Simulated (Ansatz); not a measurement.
# BGeN+ (quartet): from Hartree-Fock to the top rungs, cc-pVTZ

An exercise on one series of results from a longer session: the logs are not shown, and one member is left open.

Computed with Ansatz 0.2.0, Gaussian basis. Level: cc-pVTZ, core rule «outside noble gas», up to 16 orbitals frozen.

Plan: UHF; CCSD(T) on ROHF; CCSD(T) on UHF; BCCD(T) on ROHF; CCSDT(Q) on ROHF; CCSDT(Q) on UHF; CASSCF and NEVPT2, 11 electrons in 12 orbitals.

6 further runs of the same task are left out: 6 set aside as unsound or not needed.

## What is computed

The geometry is a PBE0/def2-TZVP stationary point (not a proven minimum) of the parent state, kept for this charge and spin. No spin-orbit coupling is included. The filled d shell of Ge may be among the frozen orbitals whatever the setting's name suggests; the logs give the count.

3 atoms, charge 1, spin multiplicity 4.

Atoms are counted from 1 here; the program's logs count them from 0.

Bond lengths: B1–N2 1.267 Å, N2–Ge3 1.800 Å. Angles: B1–N2–Ge3 180.0°.

The first run:

The input, in.yaml:

```yaml
crystal:
  periodic: [false, false, false]
  atoms:
    - {symbol: B, position_ang: [0.000000, 0.000000, -1.444600]}
    - {symbol: N, position_ang: [0.000000, 0.000000, -0.177700]}
    - {symbol: Ge, position_ang: [0.000000, 0.000000, 1.622300]}
basis:
  gaussian: {orbitals: cc-pVTZ}
total_charge: 1
magnetization: {spin_polarized: true, initial_magnetization: 3}
hamiltonian: {xc: hf}
output: {orbitals: {seedname: orbitals}}
```

Run with:

```
$ ansatz run in.yaml --threads 1 --pin off --events-out ev --progress --plain --max-ram 2560MiB --backend cpu
```

Among the steps run: UHF; CCSD(T) on ROHF; CCSD(T) on UHF; BCCD(T) on ROHF; CCSDT(Q) on ROHF; CCSDT(Q) on UHF; CASSCF and NEVPT2, 11 electrons in 12 orbitals.

One table of the session follows, with a row left open; its other results are not shown here.

| method | from RCCSDT(Q) (kJ/mol) |
| --- | --- |
| RMP2 | +76.8 |
| UMP2 | +73.5 |
| RCCSD | ? |
| UCCSD | +49.8 |
| RCCSD(T) | +5.3 |
| UCCSD(T) | +3.7 |
| BCCD(T) | +5.2 |
| RCCSDT | +3.3 |
| UCCSDT | +1.5 |
| RCCSDT(Q) | 0 |
| UCCSDT(Q) | -2.3 |
| CASSCF valence | +522.7 |
| NEVPT2 valence | +136.3 |

Estimate the missing values for RCCSD.

The run gave: from RCCSDT(Q) (kJ/mol): +52.1. In the column «from RCCSDT(Q) (kJ/mol)» it lies between UCCSD (+49.8) and UMP2 (+73.5).

Left out of the table: ROHF, UHF (another determinant or state than the rows shown).

To keep in mind: Warnings: coupled cluster took another determinant than the lowest. Restricted and unrestricted rows rest on different reference determinants; where their highest levels disagree by more than a few hundredths of an eV, they describe different states and don't form one ladder.
